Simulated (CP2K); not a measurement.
**Two attempts at SiH2Se2 (SMILES [SiH2]1[Se][Se]1)**

Aim: energy and gradient of SiH2Se2 at GFN1-xTB.

The results are computed with CP2K 2026.2.

7 further runs of the same task are left out: 7 set aside as unsound or not needed.

## Step 1: The molecule

SiH2Se2: 5 atoms, total charge 0, spin state singlet. As SMILES, `[SiH2]1[Se][Se]1`. The shape is that of a PBE0-D4/def2-TZVP optimisation.

Bond lengths: Si1–Se2 2.240 Å, Si1–Se3 2.240 Å, Se2–Se3 2.424 Å, Si1–H4 1.478 Å, Si1–H5 1.478 Å. Angles: Si1–Se2–Se3 57.2°, Se2–Si1–Se3 65.5°, Si1–Se3–Se2 57.3°, Se2–Si1–H4 117.6°, Se2–Si1–H5 117.6°, Se3–Si1–H4 117.6°, Se3–Si1–H5 117.7°, H4–Si1–H5 113.0°.

## Step 2: Try one

run.inp

```
&GLOBAL
  PROJECT run
  RUN_TYPE ENERGY_FORCE
  PRINT_LEVEL MEDIUM
&END
&FORCE_EVAL
  METHOD QS
  &DFT
    &QS
      METHOD B3LYP
      EPS_DEFAULT 1.0E-10
      &XTB
        GFN_TYPE TBLITE
        &TBLITE
          METHOD GFN1
        &END
        CHECK_ATOMIC_CHARGES F
      &END
    &END
    &POISSON
      PERIODIC NONE
      POISSON_SOLVER ANALYTIC
    &END
    &SCF
      SCF_GUESS ATOMIC
      EPS_SCF 1.0E-06
      MAX_SCF 150
      ADDED_MOS 8
      &DIAGONALIZATION
        ALGORITHM STANDARD
      &END
      &MIXING
        METHOD DIRECT_P_MIXING
        ALPHA 0.4
      &END
    &END
    &PRINT
      &MOMENTS
        PERIODIC F
        REFERENCE COM
        MAX_MOMENT 1
      &END
      &MO ON
        ENERGIES T
        OCCUPATION_NUMBERS T
        NDIGITS 6
        &EACH
          QS_SCF 0
        &END
        ADD_LAST NUMERIC
      &END
      &HIRSHFELD OFF
      &END
    &END
  &END
  &SUBSYS
    # box in angstrom
    &CELL
      ABC 15 14.9 14.6
      PERIODIC NONE
    &END
    &COORD
      UNIT bohr
      Si    -0.5398948     0.3970315    -0.4149839
      Se     1.4486640    -0.3053797     3.2554312
      Se     2.3982514    -2.6465614    -0.5646502
      H     -3.2174477    -0.3754886    -0.6071690
      H      0.0047243     2.7911255    -1.7468628
    &END
    &TOPOLOGY
      &CENTER_COORDINATES
      &END
    &END
  &END
  &PRINT
    &FORCES ON
    &END
  &END
&END
```

Command:

```console
OMP_NUM_THREADS=1 cp2k.psmp run.inp > run.out
```

The program printed:

```text
*******************************************************************************
 *   ___                                                                       *
 *  /   \                                                                      *
 * [ABORT]                                                                     *
 *  \___/                   invalid value for enumeration:B3LYP                *
 *    |                                                                        *
 *  O/|                                                                        *
 * /| |                                                                        *
 * / \                                     input/input_enumeration_types.F:215 *
 *******************************************************************************

 ===== Routine Calling Stack =====

            6 val_create_parsing
            5 section_vals_parse
            4 section_vals_parse
            3 section_vals_parse
            2 section_vals_parse
            1 read_input
```

Run time: 0.91 s. Hardware: 1 thread of Intel Xeon 6975P-C (Granite Rapids), shared host; peak memory 0.16 GiB.

## Step 3: What went wrong

The input was rejected.

The telling line is `\___/                   invalid value for enumeration:B3LYP`. The fault: the keyword for the method is given a word that it doesn't take.

## Step 4: The mended input

mol.inp

```
&GLOBAL
  PROJECT_NAME mol
  RUN_TYPE ENERGY_FORCE
  PRINT_LEVEL MEDIUM
&END

&FORCE_EVAL
  METHOD Quickstep
  &DFT
    &QS
      METHOD XTB
      EPS_DEFAULT 1.0E-10
      &XTB
        GFN_TYPE TBLITE
        &TBLITE
          METHOD GFN1
        &END
        CHECK_ATOMIC_CHARGES F
      &END
    &END
    &POISSON
      PERIODIC NONE
      POISSON_SOLVER ANALYTIC
    &END
    # self-consistent field
    &SCF
      SCF_GUESS ATOMIC
      EPS_SCF 1.0E-06
      MAX_SCF 150
      ADDED_MOS 8
      &DIAGONALIZATION
        ALGORITHM STANDARD
      &END
      &MIXING
        METHOD DIRECT_P_MIXING
        ALPHA 0.4
      &END
    &END
    &PRINT
      &MOMENTS
        PERIODIC F
        REFERENCE COM
        MAX_MOMENT 1
      &END
      &MO ON
        ENERGIES T
        OCCUPATION_NUMBERS T
        NDIGITS 6
        &EACH
          QS_SCF 0
        &END
        ADD_LAST NUMERIC
      &END
      &HIRSHFELD OFF
      &END
    &END
  &END
  # structure
  &SUBSYS
    &CELL
      ABC 15 14.9 14.6
      PERIODIC NONE
    &END
    &COORD
      UNIT bohr
      Si    -0.5398948     0.3970315    -0.4149839
      Se     1.4486640    -0.3053797     3.2554312
      Se     2.3982514    -2.6465614    -0.5646502
      H     -3.2174477    -0.3754886    -0.6071690
      H      0.0047243     2.7911255    -1.7468628
    &END
    &TOPOLOGY
      &CENTER_COORDINATES
      &END
    &END
  &END
  &PRINT
    &FORCES ON
    &END
  &END
&END
```

Command:

```console
OMP_NUM_THREADS=1 cp2k.psmp mol.inp > mol.out
```

The program printed:

```text
CP2K| version string:                                       CP2K version 2026.2
[...]
 GLOBAL| Method name                                                        CP2K
[...]
 GLOBAL| Run type                                                   ENERGY_FORCE
[...]
                             - Atoms:                                          5
[...]
                             - Spherical basis functions:                     31
[...]
 Number of electrons:                                                         18
[...]
  *** SCF run converged in    10 steps ***
[...]
  Fermi energy:                                                -0.28652525734905
[...]
 TB_DIPOLE| Moment [Debye]          0.14437767      -0.10967135       0.10303483
 TB_DIPOLE| Derivative [a.u.]       0.00000000       0.00000000       0.00000000
[...]
 ENERGY| Total FORCE_EVAL ( QS ) energy [hartree]             -9.684982761040546
 FORCES| Atomic forces [hartree/bohr]
 FORCES|   Atom     x               y               z               |f|
 FORCES|      1  1.92203484E-02 -1.46332605E-02  1.37570739E-02   2.77994818E-02
 FORCES|      2 -1.33938023E-02  1.25390962E-02 -3.02805308E-03   1.85954828E-02
 FORCES|      3 -1.06178233E-02  5.71493485E-03 -1.41411423E-02   1.85841480E-02
 FORCES|      4  1.05797197E-02  6.22590497E-03 -1.18443546E-03   1.23326902E-02
 FORCES|      5 -5.78844252E-03 -9.84667558E-03  4.59655697E-03   1.23122469E-02
 FORCES| Sum    -3.20923843E-17 -2.08166817E-17 -1.64798730E-17
 FORCES| Total atomic force                                       4.16514295E-17
[...]
```

Run time: 0.86 s. Hardware: 1 thread of Intel Xeon 6975P-C (Granite Rapids), shared host; peak memory 0.19 GiB.

## Step 5: Summary of results

At GFN1-xTB:

```
                                 quantity        value
                             total energy  -9.68498 Eh
dipole moment (from atomic charges alone)       0.21 D
                              HOMO energy     -9.90 eV
                              LUMO energy     -6.90 eV
                            HOMO–LUMO gap      3.00 eV
                 largest force on an atom   1.430 eV/Å
```

The dipole comes from point charges on the atoms alone, without atomic dipoles, so it is partial. The largest force is 1.43 eV/Å: the shape isn't a stationary point for this species at this level.
